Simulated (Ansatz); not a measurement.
# Hf2H: the cost of one run

Computed with Ansatz 0.2.0 (DFT PBE, scalar-relativistic, plane waves, PAW, unless a step's input says otherwise).

### Step 1. The structure to begin with

The structure is trigonal, space group R-3m (No. 166). Conventional cell: a = 5.449 Å, b = 5.449 Å, c = 5.579 Å, α = 90.00°, β = 90.00°, γ = 120.00°. Hf (site symmetry 3m) is surrounded by 1 H at 1.54 Å. H (site symmetry -3m) has 2 Hf at 1.54 Å as nearest neighbours.

As a file:

```
CELL_PARAMETERS angstrom
2.72460 1.57305 1.85958
-2.72460 1.57305 1.85958
0.00000 -3.14610 1.85958
ATOMIC_POSITIONS crystal
Hf 0.77591 0.77591 0.77591
Hf 0.22409 0.22409 0.22409
H 0.50000 0.50000 0.50000
```

The cell is invented: random cell by space group and Wyckoff sites (R-3m, No. 166). Its size is a rough estimate.

### Step 2. The guess as it stands, on a coarse mesh

Contents of input.yaml:

```yaml
crystal:
  lattice:
    - [2.72460208, 1.57304974, 1.85957792]
    - [-2.72460208, 1.57304974, 1.85957792]
    - [0.0, -3.14609949, 1.85957792]
  atoms:
    - { symbol: Hf, position: [0.77590926, 0.77590926, 0.77590926] }
    - { symbol: Hf, position: [0.22409074, 0.22409074, 0.22409074] }
    - { symbol: H, position: [0.5, 0.5, 0.5] }
basis:
  ecutwfc: 420
kpoints:
  mp_grid: { grid: [6, 6, 6] }
hamiltonian:
  xc: pbe
scf:
  occupations: { method: gaussian, width: 0.1 }
  lower_state_search: "off"
output:
  forces: true
  stress: true
  eigenvalues: true
```

On the command line:

```sh
> ansatz run input.yaml --threads 1 --pin off --max-ram 2560MiB --backend cpu --events-out ev --progress --plain --runs-dir out
```

What time and memory should one allow on 1 thread of Arm Neoverse V1, shared host?

About 3 s, with a peak of 0.32 GiB.
